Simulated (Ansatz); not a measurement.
# Ta3Sb: properties at the relaxed cell

An exercise on one series of results from a longer session: the logs are not shown, and one member is left open.

Computed with Ansatz 0.2.0 (DFT PBEsol, scalar-relativistic, plane waves, PAW, unless a step's input says otherwise).

1 further run of the same task is left out (set aside as unsound or not needed).

## The structure to begin with

It takes space group Pm-3n (No. 223, cubic). The conventional cell has a = 5.239 Å, b = 5.239 Å, c = 5.239 Å, α = 90.00°, β = 90.00°, γ = 90.00°. Around Ta (site symmetry -4m2) lie 2 Ta at 2.62 Å and 4 Sb at 2.93 Å. Around Sb (site symmetry m-3) lie 12 Ta at 2.93 Å.

Structure file:

```
CELL_PARAMETERS angstrom
5.23918 0.00000 0.00000
0.00000 5.23918 0.00000
0.00000 0.00000 5.23918
ATOMIC_POSITIONS crystal
Ta 0.25000 0.00000 0.50000
Ta 0.50000 0.75000 0.00000
Ta 0.75000 0.00000 0.50000
Ta 0.50000 0.25000 0.00000
Ta 0.00000 0.50000 0.75000
Ta 0.00000 0.50000 0.25000
Sb 0.00000 0.00000 0.00000
Sb 0.50000 0.50000 0.50000
```

This cell was relaxed beforehand with the same method: volume 17.98 Å³/atom, gap on the mesh none (metal).

Set-up of the first run:

input.yaml reads:

```yaml
crystal:
  lattice:
    - [5.2391838088, 0.0, 0.0]
    - [0.0, 5.2391838088, 0.0]
    - [0.0, 0.0, 5.2391838088]
  atoms:
    - { symbol: Ta, position: [0.25, 0.0, 0.5] }
    - { symbol: Ta, position: [0.5, 0.75, 0.0] }
    - { symbol: Ta, position: [0.75, 0.0, 0.5] }
    - { symbol: Ta, position: [0.5, 0.25, 0.0] }
    - { symbol: Ta, position: [0.0, 0.5, 0.75] }
    - { symbol: Ta, position: [0.0, 0.5, 0.25] }
    - { symbol: Sb, position: [0.0, 0.0, 0.0] }
    - { symbol: Sb, position: [0.5, 0.5, 0.5] }
basis:
  ecutwfc: 420
kpoints:
  mp_grid: { grid: [8, 8, 8] }
  band_path:
    path:
      - [[0.0, 0.0, 0.0], [0.0, 0.5, 0.0], [0.5, 0.5, 0.0], [0.0, 0.0, 0.0], [0.5, 0.5, 0.5], [0.0, 0.5, 0.0]]
      - [[0.5, 0.5, 0.5], [0.5, 0.5, 0.0]]
    npoints: 14
hamiltonian:
  xc: pbesol
scf:
  occupations: { method: gaussian, width: 0.1 }
  n_extra_bands: 20
output:
  forces: true
  stress: true
  eigenvalues: true
  populations: true
  dos: { projected: true, de: 0.02, nscf_kmesh: { grid: [12, 12, 12] } }
  bader: true
  write_density: true
  write_potential: true
  elf: true
  volumetric_format: npy
```

The run is started by

```sh
ansatz run input.yaml --threads 2 --pin off --max-ram 5120MiB --backend cpu --events-out ev --progress --plain --runs-dir out
```

Steps of the session up to this table: Bands, states and charges; Back to the database's cell; Volume × 0.97; Volume × 1.03; The cell scaled to 0.94 of its volume; The cell scaled to 1.06 of its volume; Volume × 0.91; Point at V/V0 = 1.10; Volume × 0.88.

One of the session's tables, all rows but one given; the rest of the session is left out.

It belongs to the step «Equation of state». 

```
volume (Å³/atom)  energy above the lowest point (meV/atom)  pressure (GPa)
          15.819                                     203.9           33.90
          16.358                                     108.2           23.29
          16.898                                      45.4           14.26
          17.437                                      10.7            6.56
          17.976                                       0.0            0.00
          18.516                                       9.7           -5.61
          19.055                                         ?               ?
          19.774                                      95.8          -15.66
```

Estimate the missing values for volume (Å³/atom) = 19.055.

Worked estimate for «energy above the lowest point (meV/atom)». A straight line through the neighbours (18.516, 9.7) and (19.774, 95.8) gives 9.7 + (95.8 − 9.7) × (19.055 − 18.516) / (19.774 − 18.516) = 46.6; a parabola fitted to 3 rows on both sides gives 35.7.

As computed: energy above the lowest point (meV/atom): 36.9; pressure (GPa): -10.38. In «energy above the lowest point (meV/atom)» the line misses by +9.7 and the parabola by -1.2.
